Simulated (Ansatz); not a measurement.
# Ru: the cost of one run

Program: Ansatz 0.2.0. Level of theory: DFT PBEsol, scalar-relativistic. These are calculated values, not measurements.

## Step 1: The system as given

Symmetry: P6_3/mmc, No. 194, hexagonal system. The conventional cell has a = 2.706 Å, b = 2.706 Å, c = 4.282 Å, α = 90.00°, β = 90.00°, γ = 120.00°. Ru (site symmetry -6m2) is surrounded by 12 Ru at 2.65 to 2.71 Å.

Structure file:

```cif
data_structure
_symmetry_space_group_name_H-M 'P6_3/mmc'
_symmetry_Int_Tables_number 194
_cell_length_a 2.7058
_cell_length_b 2.7058
_cell_length_c 4.2819
_cell_angle_alpha 90.000
_cell_angle_beta 90.000
_cell_angle_gamma 120.000
_cell_volume 27.15
loop_
_atom_site_label
_atom_site_type_symbol
_atom_site_symmetry_multiplicity
_atom_site_Wyckoff_symbol
_atom_site_fract_x
_atom_site_fract_y
_atom_site_fract_z
_atom_site_occupancy
Ru1 Ru 2 c 0.33333 0.66667 0.25000 1
```

The file gives the conventional cell by its symmetry; the runs use the cell typed in the input.

Atoms are numbered in the order of the input: Ru1, Ru2.

## Step 2: After the deformation

Space group P6_3/mmc before, P6_3/mmc after.

## Step 3: All-electron LAPW

The input, input.yaml:

```yaml
crystal:
  lattice:
    - [2.7057993342, 0.0, 0.0]
    - [-1.3528996671, 2.343290961, 0.0]
    - [0.0, 0.0, 4.324719]
  atoms:
    - { symbol: Ru, position: [0.3333333333, 0.6666666667, 0.25] }
    - { symbol: Ru, position: [0.6666666667, 0.3333333333, 0.75] }
kpoints:
  mp_grid: { grid: [14, 14, 8] }
  band_path:
    path:
      - [0.0, 0.0, 0.0]
      - [0.5, 0.0, 0.0]
      - [0.3333333333, 0.3333333333, 0.0]
      - [0.0, 0.0, 0.0]
      - [0.0, 0.0, 0.5]
      - [0.5, 0.0, 0.5]
      - [0.3333333333, 0.3333333333, 0.5]
      - [0.0, 0.0, 0.5]
      - [0.5, 0.0, 0.5]
    npoints: 5
scf:
  occupations: { method: fermi_dirac, width: 0.03 }
hamiltonian:
  xc: pbesol
  pseudopotentials: { kind: all_electron, lapw: { basis_error: 0.0005 } }
output:
  forces: true
  stress: true
  eigenvalues: true
```

The run is started by

```console
$ ansatz run input.yaml --threads 1 --pin off --max-ram 3072MiB --backend cpu --events-out ev --progress --plain --runs-dir out
```

What time and memory should one allow on 1 thread of Intel Xeon Platinum 8488C (Sapphire Rapids), shared host?

About 30 s, with a peak of 0.56 GiB.
